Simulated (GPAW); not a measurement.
## ErH in GPAW: convergence with bands over the usual count

Crystal: ErH.

```xyz
2
Lattice="0.0000 2.4358 2.4358 2.4358 0.0000 2.4358 2.4358 2.4358 0.0000" Properties=species:S:1:pos:R:3 pbc="T T T"
Er    0.0000    0.0000    0.0000
H     2.4358    2.4358    2.4358
```

The cell comes from a database or a generator and needn't be the stable form of this composition.

```yaml
Program: GPAW 26.7.0
Task: convergence study
Functional: r2SCAN
Potentials_or_basis: GPAW PAW data sets (gpaw-data 1.2.1)
Cutoff: 800 eV
Basis: pw
k_mesh: 7 × 7 × 7
Occupations: fermi-dirac, width 0.05 eV
Spin: collinear spin, ferromagnetic start
Starting_moments: "[3.0, 0.0] μB"
```

These are the settings of the first run; the series varies bands over the usual count, with any setting tied to it.

Hardware: 1 thread of Arm Neoverse V1, on a shared host.

```tsv
bands over the usual count	energy less the tightest run, at zero smearing (meV/atom)	SCF cycles	CPU time (s)	peak memory (GiB)
0.72	0.00	33	280	0.98
0.8	0.00	34	320	0.98
0.9	0.00	32	320	0.99
1	0.00	31	350	0.98
1.3	0.00	30	440	0.99
1.7	timed out after 84 s	-	-	-
```

Against the tightest run, the energy stays within 1 meV/atom from 0.72 on. The tightest run that finished is the yardstick and may itself not be fully converged.

Caveat, for the tightest run too: one-centre terms of the f shell are cut off; the magnetic or orbital state may not be the lowest. The state reached can hang on the start; a lower one may exist.
